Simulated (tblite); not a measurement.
# H42Si28: the cost of one run

Programs: tblite 0.8.0 and PySCF 2.14.0, with routines of our own; each step states its level. All values are computed. Atoms count from 0.

### Step 1. The system as given

70 atoms, charge 0, multiplicity 1; geometry from: force field, distance geometry or constructed start.

### Step 2. Optimising the geometry with GFN2-xTB

The job: settings as JSON, then the geometry in Å.

```
{"job": {"kind": "relax", "xc": "GFN2-xTB", "basis": "xTB"}, "charge": 0, "multiplicity": 1}
Si     6.452400     2.257100    -0.376600
Si     4.515500     3.375100     0.368100
Si     2.595200     2.256600    -0.374000
Si     2.589300     0.036200     0.368800
Si     4.517700    -1.082900    -0.371600
Si     6.444200     0.031300     0.372400
Si    -1.267400    -4.420700    -0.378300
Si    -3.192800    -3.306100     0.376500
Si    -5.122200    -4.424500    -0.375400
Si    -5.127700    -6.650300     0.376600
Si    -3.198300    -7.764300    -0.377100
Si    -1.270000    -6.651500     0.375000
Si     0.657900    -1.081000    -0.370000
Si     0.663500    -3.309400     0.372300
Si     2.587800    -4.417300    -0.374800
Si     4.516800    -3.308200     0.381300
Si     0.661700     3.374400     0.375900
Si    -1.268600     2.255500    -0.376000
Si    -1.268100     0.033600     0.377500
Si    -3.193400     3.373400     0.377700
Si    -5.127200     2.262700    -0.373500
Si    -5.125800     0.033300     0.374800
Si    -3.192800    -1.077100    -0.368400
Si     0.657100     5.595300    -0.376500
Si    -1.267000     6.715700     0.375900
Si    -3.202300     5.598700    -0.372500
Si     4.519400     5.601900    -0.375700
Si     2.589400     6.713700     0.376200
H      6.448100     2.259300    -1.817000
H      7.625200     2.938700     0.105400
H      4.522300     3.373100     1.813900
H      2.588100     2.260200    -1.814800
H      2.589000     0.031900     1.813100
H      4.520800    -1.083000    -1.811300
H      6.448700     0.033600     1.811700
H      7.624600    -0.645300    -0.104900
H     -1.268300    -4.422300    -1.819100
H     -3.195300    -3.306300     1.812400
H     -5.123800    -4.426300    -1.815100
H     -6.306400    -3.739600     0.103200
H     -5.125000    -6.651800     1.818800
H     -6.295700    -7.334500    -0.098300
H     -3.191300    -7.762100    -1.818600
H     -3.193600    -9.122300     0.100200
H     -1.271200    -6.647800     1.817400
H     -0.092700    -7.327300    -0.105400
H      0.663700    -1.081600    -1.815600
H      0.661000    -3.306200     1.817300
H      2.591600    -4.422000    -1.814800
H      2.591900    -5.780400     0.104000
H      4.517800    -3.316100     1.818100
H      5.702000    -3.986900    -0.102300
H      0.660900     3.372100     1.815100
H     -1.270900     2.257300    -1.818000
H     -1.266800     0.030900     1.816500
H     -3.196700     3.375500     1.815600
H     -5.118300     2.253200    -1.816900
H     -6.298900     2.945900     0.101300
H     -5.124800     0.031100     1.819000
H     -6.302500    -0.645500    -0.103000
H     -3.200000    -1.080800    -1.813500
H      0.665200     5.599300    -1.816900
H     -1.265800     6.713800     1.815800
H     -1.267700     8.075300    -0.100900
H     -3.190500     5.602900    -1.813000
H     -4.377800     6.280700     0.103300
H      4.521100     5.602700    -1.816200
H      5.697900     6.277200     0.107900
H      2.586000     6.707800     1.810000
H      2.587300     8.068400    -0.096100
```

Command:

```sh
> OMP_NUM_THREADS=4 python large_run.py task.json out
```

The driver reads the jobs from task.json and runs them one after another.

**Question.** How long does this first job take on 4 threads of Arm Neoverse N1, shared host, and how much memory does it need?

About 20 s, with a peak of 0.15 GiB.
